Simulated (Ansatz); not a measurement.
# SiW3: the cost of one run

Computed with Ansatz 0.2.0 (DFT PBEsol, scalar-relativistic, plane waves, PAW, unless a step's input says otherwise).

## Step 1: The system as given

It takes space group Im-3m (No. 229, cubic). Conventional cell: a = 5.154 Å, b = 5.154 Å, c = 5.154 Å, α = 90.00°, β = 90.00°, γ = 90.00°. Around Si (site symmetry m-3m) lie 6 W at 2.58 Å. W (site symmetry 4/mmm) has 2 Si at 2.58 Å and 4 W at 2.58 Å as nearest neighbours.

Structure file:

```
Si W
1.0
    -2.57720    2.57720    2.57720
     2.57720   -2.57720    2.57720
     2.57720    2.57720   -2.57720
Si W
1 3
Direct
  0.00000 0.00000 0.00000
  0.50000 0.50000 0.00000
  0.50000 0.00000 0.50000
  0.00000 0.50000 0.50000
```

It goes back to an entry of the Materials Project, which need not be the stable form.

It is the result of an earlier relaxation at this level (volume 17.12 Å³/atom; gap on the mesh: none (metal)).

## Step 2: Next: a strain scan

The cell is strained by ε times the Voigt pattern (0, 0, 0, 1, 0, 0) (xx, yy, zz, yz, xz, xy; engineering shear), with fractional coordinates fixed (clamped ions). The stress on the pattern is the sum of the stress components weighted by it, tension positive.

## Step 3: At ε = -0.0400

The input, input.yaml:

```yaml
crystal:
  lattice:
    - [-2.5771952861, 2.5256513804, 2.5256513804]
    - [2.5771952861, -2.6287391918, 2.6287391918]
    - [2.5771952861, 2.6287391918, -2.6287391918]
  atoms:
    - { symbol: Si, position: [0.0, 0.0, 0.0] }
    - { symbol: W, position: [0.5, 0.5, 0.0] }
    - { symbol: W, position: [0.5, 0.0, 0.5] }
    - { symbol: W, position: [0.0, 0.5, 0.5] }
basis:
  ecutwfc: 420
kpoints:
  mp_grid: { grid: [14, 14, 14] }
hamiltonian:
  xc: pbesol
scf:
  occupations: { method: gaussian, width: 0.15 }
output:
  forces: true
  stress: true
  eigenvalues: true
```

Run with:

```sh
ansatz run input.yaml --threads 1 --pin off --max-ram 2560MiB --backend cpu --events-out ev --progress --plain --runs-dir out
```

Q: Estimate wall time and peak memory on 1 thread of Intel Xeon Platinum 8259CL at 2.50GHz (Skylake/Cascade Lake), shared host.

About 37 s, with a peak of 0.84 GiB.
